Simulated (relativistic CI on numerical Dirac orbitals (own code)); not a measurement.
# Co²⁺: L2,3 absorption multiplets

Aim: the L2,3 absorption spectrum of Co²⁺.

The numbers are computed with relativistic CI on numerical Dirac orbitals (own code) version 4 (Dirac-Coulomb-Breit CI, KLI orbitals optimised for each configuration, model QED (radiative potential, 1s self-energy scaled to tabulated hydrogen-like ionisation energies), valence Slater integrals scaled by 0.8, multiplet model of core-to-valence dipole absorption in a parametric crystal field), except any that are marked as measured or tabulated.

## 1. The atom as given

* ion: Co²⁺ (Co III)
* nuclear charge: 27
* electrons: 25
* configurations: [Ar] 3d7 → [He] 2s2 2p5 3s2 3p6 3d8
* magnetising field for the dichroism, Lz and Sz: exchange field 10 meV on Sz; these come from the lowest magnetised state alone (0 K)
* temperature of the isotropic spectrum: 300 K
* widths: Lorentz 0.4 eV, Gauss 0.3 eV
* surrounding 1: Oh, 10Dq = 16600 cm⁻¹

## 2. Surrounding 1: Oh, 10Dq = 16600

Settings of the run:

```ini
atom Co  Z=27  charge=2  electrons=25
nucleus A=59  rms_radius_fm=3.7875
hamiltonian dirac-coulomb  breit=on  qed=on  c_scale=1
orbitals kli  potential=per-configuration
slater_scale 0.8
correlation none
mixing on
configurations
  [Ar] 3d7
  [He] 2s2 2p5 3s2 3p6 3d8
end
absorption L2,3 T=300 lorentz=0.4 gauss=0.3
crystal_field Oh 10Dq=16600
```

Run with:

```console
python run_levels.py task.json out
```

task.json lists these runs, among others, and the program works through them in turn.

What does the calculation give? Wanted: highest peak, first run; ground spin; share of the lower edge; core spin-orbit splitting.

**Answer**, as computed:

| surrounding | ground S | Lz (0 K) | Sz (0 K) | centroid (eV) | share of the lower edge | up to four highest peaks (% of the highest), eV |
| --- | --- | --- | --- | --- | --- | --- |
| 1: Oh | 1.50 | -0.83 | -1.07 | 784.12 | 0.809* | 778.5 (68), 781.0 (95), 782.4 (100), 797.4 (24) |

* From the broadened curve, split at its minimum between the edges.

| quantity | value |
| --- | --- |
| highest peak, first run | 782.4 eV |
| ground spin (effective S from ⟨S²⟩) | 1.50 |
| share of the lower edge | 0.809 |
| core spin-orbit splitting (without Breit) | 15.35 eV |

In words: The lower edge takes 0.81 of the intensity in surrounding 1, above the statistical 0.67. Edge positions are free-ion values and differ from those in solids by a few eV or more.
